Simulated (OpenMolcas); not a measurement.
**W⁵⁺ among point charges: CASSCF and CASPT2 levels and susceptibility**

How does a field of 6 point charges split the states of W⁵⁺, and what χT follows?

Program: OpenMolcas 26.06. Level of theory: state-averaged CASSCF and CASPT2, spin-orbit coupling by RASSI with atomic mean-field integrals. These are calculated values, not measurements, unless marked.

### 1 What is computed

* Species: W⁵⁺ (tungsten, Z = 74, 69 electrons)
* Basis: ANO-RCC-VDZP [7s6p4d2f1g], 68 functions
* Scalar Hamiltonian: DKH2, point nucleus
* Inactive shells: 1s 2s 2p 3s 3p 3d 4s 4p 4d 4f 5s 5p
* Active space: 1 electron in 5 orbitals (5d)
* Some configurations of this space: 5d
* Orbitals: optimised for each spin and parity, averaged over all roots

The outer shells:

5d
```
5d [↑ ][  ][  ][  ][  ]
```

The ion sits among 6 point charges of -1.5 e arranged as a tetragonal octahedron (D4h), 1.7 Å from the ion, with the axial distance 1.768 Å.

The work runs as a chain of OpenMolcas steps in one folder; each step below is one input file. Labels, J, g values, rates, χT and fits are worked out afterwards by a script from the matrices that RASSI stores. The input lists half of the charges; inversion (Group=XYZ) makes the rest.

### 2 GATEWAY and SEWARD: basis and integrals

Input file a.inp:

```
&GATEWAY
Coord
1

W 0.0 0.0 0.0
Basis=ANO-RCC-VDZP
Group=XYZ
NoMove
AngMom=0.0 0.0 0.0
AMFI
XField
3 Angstrom 0
1.700000 0.000000 0.000000 -1.500000
0.000000 1.700000 0.000000 -1.500000
0.000000 0.000000 1.768000 -1.500000
&SEWARD
```

The run is started by

```sh
> OMP_NUM_THREADS=1 MOLCAS_MEM=1689 MOLCAS_PROJECT=a pymolcas a.inp > a.log
```

### 3 CASSCF: doublets of even parity, 5 roots

Input file a.inp:

```
&RASSCF
FileOrb=start.orb
Symmetry=1
Spin=2
nActEl=1 0 0
Inactive=15 19
Ras2=5 0
CIRoot=5 5 1
SDav=5
CIMx=300
Iter=120 100
PrWF=0.3
OrbListing=Nothing
MaxOrb=0
>>> COPY $Project.JobIph JOB001
```

start.orb holds the contracted functions of the basis, ordered by shell, or the orbitals of the step before.

### 4 State interaction with spin-orbit coupling

Input file a.inp:

```
&RASSI
NrOfJobIphs=1 5
1 2 3 4 5
IphNames
JOB001
EJob
SpinOrbit
DIPRint=1.0
SOCoupling=1000.0
Subsets=2
Property=9
'ANGMOM' 1 'ANGMOM' 2 'ANGMOM' 3 'MLTPL  1' 1 'MLTPL  1' 2 'MLTPL  1' 3
'AMFI' 1 'AMFI' 2 'AMFI' 3
SOProperty=3
'ANGMOM' 1 'ANGMOM' 2 'ANGMOM' 3
```

### 5 CASPT2: IPEA 0.25, imaginary shift 0.1 (closed shells correlated: 4f 5s 5p)

Input file a.inp:

```
>>> COPY JOB001 $Project.JobIph
&CASPT2
Multistate=5 1 2 3 4 5
NoMult
Frozen=14 9
IPEA=0.25
Imaginary=0.1
MaxIter=60
WThr=0.0 0.3 0.05
PrWF=0.5
NoMix
```

(Steps that only read results are left out.)

Q: Predict the outcome of this session. Wanted: spin-free ground state; first state of the same spin within the active space; lowest level; next level.

The runs gave:

| quantity | value |
| --- | --- |
| method | SS-CASPT2, IPEA 0.25, imaginary shift 0.1 (closed shells correlated: 4f 5s 5p) |
| spin-free ground state | 2E, 2-fold in its orbital part |
| first state of the same spin within the active space | 2B2 at 1600 cm⁻¹ |
| lowest level | 2-fold E1/2, g = 0.09, 0.93, 0.93 |
| next level | 1082.0 cm⁻¹ |
| χT at 300 K | 0.08 cm³ K/mol |
| effective moment at 300 K | 0.79 μB |

Cost by method:

```csv
method,time of its own steps,time with the reference
A. CASSCF,2.7 s,2.7 s
"B. SS-CASPT2, IPEA 0.25, imaginary shift 0.1, +4f 5s 5p",1.2 s,3.9 s
```

Times are of one thread on a shared host.

What this shows: The spin-free ground state (2E) comes to 100 % from free-ion D terms and keeps the highest spin of the shell. χT at 300 K is 0.08, against 0.38 cm³ K/mol for the spin alone, so orbital moment lowers it. The field of point charges can differ much from that of real complexes. This is an electrostatic model: the charges have no orbitals.
